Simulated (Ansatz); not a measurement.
**BiOs (rocksalt): how the settings move a single-point run**

How sensitive is a single-point run of BiOs (rocksalt) to its settings? A reference run comes first, then four runs with altered input.

Computed with Ansatz 0.2.0 (reference: DFT PBE, scalar-relativistic, plane waves, PAW, unless a step's input says otherwise).

1 further run of the same task is left out (it didn't finish). Runs told in other sessions of the task aren't counted.

## (1) Starting point

It takes space group Fm-3m (No. 225, cubic). Conventional cell: a = 5.592 Å, b = 5.592 Å, c = 5.592 Å, α = 90.00°, β = 90.00°, γ = 90.00°. Around Os (site symmetry m-3m) lie 6 Bi at 2.80 Å. Around Bi (site symmetry m-3m) lie 6 Os at 2.80 Å.

Structure file:

```cif
data_structure
_symmetry_space_group_name_H-M 'Fm-3m'
_symmetry_Int_Tables_number 225
_cell_length_a 5.5917
_cell_length_b 5.5917
_cell_length_c 5.5917
_cell_angle_alpha 90.000
_cell_angle_beta 90.000
_cell_angle_gamma 90.000
_cell_volume 174.84
loop_
_atom_site_label
_atom_site_type_symbol
_atom_site_symmetry_multiplicity
_atom_site_Wyckoff_symbol
_atom_site_fract_x
_atom_site_fract_y
_atom_site_fract_z
_atom_site_occupancy
Os1 Os 4 b 0.50000 0.00000 0.00000 1
Bi1 Bi 4 a 0.00000 0.00000 0.00000 1
```

## (2) Reference

input.yaml reads:

```yaml
crystal:
  lattice:
    - [0.0, 2.7958475025, 2.7958475025]
    - [2.7958475025, 0.0, 2.7958475025]
    - [2.7958475025, 2.7958475025, 0.0]
  atoms:
    - { symbol: Os, position: [0.5, 0.5, 0.5] }
    - { symbol: Bi, position: [0.0, 0.0, 0.0] }
basis:
  ecutwfc: 420
  ecutrho_ratio: 4
kpoints:
  mp_grid: { grid: [10, 10, 10] }
hamiltonian:
  xc: pbe
scf:
  occupations: { method: gaussian, width: 0.05 }
output:
  forces: true
  stress: true
  eigenvalues: true
```

Command:

```
$ ansatz run input.yaml --threads 2 --pin off --max-ram 2662MiB --backend cpu --events-out ev --progress --plain --runs-dir out
```

## (3) Variant: ecutwfc 800 eV, occupations.width 0.1

input.yaml: that of step 2 with these lines changed.

```diff
@@ -9,3 +9,3 @@
 basis:
-  ecutwfc: 420
+  ecutwfc: "800 eV"
   ecutrho_ratio: 4
@@ -16,3 +16,3 @@
 scf:
-  occupations: { method: gaussian, width: 0.05 }
+  occupations: { method: gaussian, width: 0.1 }
 output:
@@ -20,2 +20 @@
   stress: true
-  eigenvalues: true
```

## (4) Changed: symmetry.detect false

input.yaml: that of step 2 with these lines changed.

```diff
@@ -8,2 +8,3 @@
     - { symbol: Bi, position: [0.0, 0.0, 0.0] }
+  symmetry: { detect: false }
 basis:
@@ -20,2 +21 @@
   stress: true
-  eigenvalues: true
```

## (5) Changing settings: occupations.method tetrahedron_uncorrected, accuracy high, width left out

input.yaml: that of step 2 with these lines changed.

```diff
@@ -16,3 +16,3 @@
 scf:
-  occupations: { method: gaussian, width: 0.05 }
+  occupations: { method: tetrahedron_uncorrected }
 output:
@@ -20,2 +20,6 @@
   stress: true
-  eigenvalues: true
+  write_density: true
+  write_potential: true
+  elf: true
+  volumetric_format: npy
+accuracy: high
```

## (6) Changed: starting moments, pseudopotentials.kind nc, spin_polarized true

input.yaml: that of step 2 with these lines changed.

```diff
@@ -6,4 +6,4 @@
   atoms:
-    - { symbol: Os, position: [0.5, 0.5, 0.5] }
-    - { symbol: Bi, position: [0.0, 0.0, 0.0] }
+    - { symbol: Os, position: [0.5, 0.5, 0.5], spin: -4.0 }
+    - { symbol: Bi, position: [0.0, 0.0, 0.0], spin: 1.0 }
 basis:
@@ -15,2 +15,3 @@
   xc: pbe
+  pseudopotentials: { kind: nc }
 scf:
@@ -20,2 +21,3 @@
   stress: true
-  eigenvalues: true
+magnetization:
+  spin_polarized: true
```

**Question.** What will these runs give? Wanted: for each run, ending; energy change; pressure; gap; force.

**Answer**, as computed:

| run | ending | energy change | pressure (GPa) | gap (eV) | force (eV/Å) | cycles | time |
| --- | --- | --- | --- | --- | --- | --- | --- |
| reference | converged | 0 | 0.0 | 0.00 | 0.00 | 6 | 1.1 s |
| 1: ecutwfc 800 eV, occupations.width 0.1 | converged | -2.4 meV/atom (σ→0) | 0.1 | 0.00 | 0.00 | 6 | 2.2 s |
| 2: symmetry.detect false | converged | 0.0 meV/atom | 0.0 | 0.00 | 0.00 | 6 | 15 s |
| 3: occupations.method tetrahedron_uncorrected, accuracy high, width left out | converged | +15.3 meV/atom (σ→0) | 0.4 | 0.00 | 0.00 | 8 | 1.5 s |
| 4: starting moments, pseudopotentials.kind nc, spin_polarized true | converged | not comparable | -0.5 | 0.00 | 0.00 | 27 | 7.8 s |

Times don't compare one to one where runs were asked for different outputs or read a saved state (see the inputs); cycles may leave out searches for a lower state.

Residual by cycle in the longest SCF loop of each run; runs are numbered as in the table. The quantity is the density residual dr2, in eV.

| cycle | reference | run 1 | run 2 | run 3 | run 4 |
| --- | --- | --- | --- | --- | --- |
| 1 | 9.0e-4 | 8.2e-4 | 9.1e-4 | 9.1e-4 | 3.03 |
| 3 | 2.1e-5 | 1.9e-5 | 2.1e-5 | 1.5e-5 | 0.0853 |
| 6 | 1.8e-9 | 2.6e-9 | 1.9e-9 | 2.0e-8 | 3.9e-4 |
| 8 | - | - | - | 1.3e-11 | 6.0e-4 |
| 10 | - | - | - | - | 4.4e-4 |
| 13 | - | - | - | - | 1.1e-6 |
| 15 | - | - | - | - | 9.0e-6 |
| 18 | - | - | - | - | 1.4e-5 |
| 20 | - | - | - | - | 3.0e-5 |
| 22 | - | - | - | - | 3.3e-6 |
| 25 | - | - | - | - | 2.1e-9 |
| 27 | - | - | - | - | 7.0e-12 |

What this shows: Run 4 ran under the cutoff that the potentials recommend, as the log warns, so basis error is mixed into its values, and swamps them where the cutoff is far short.
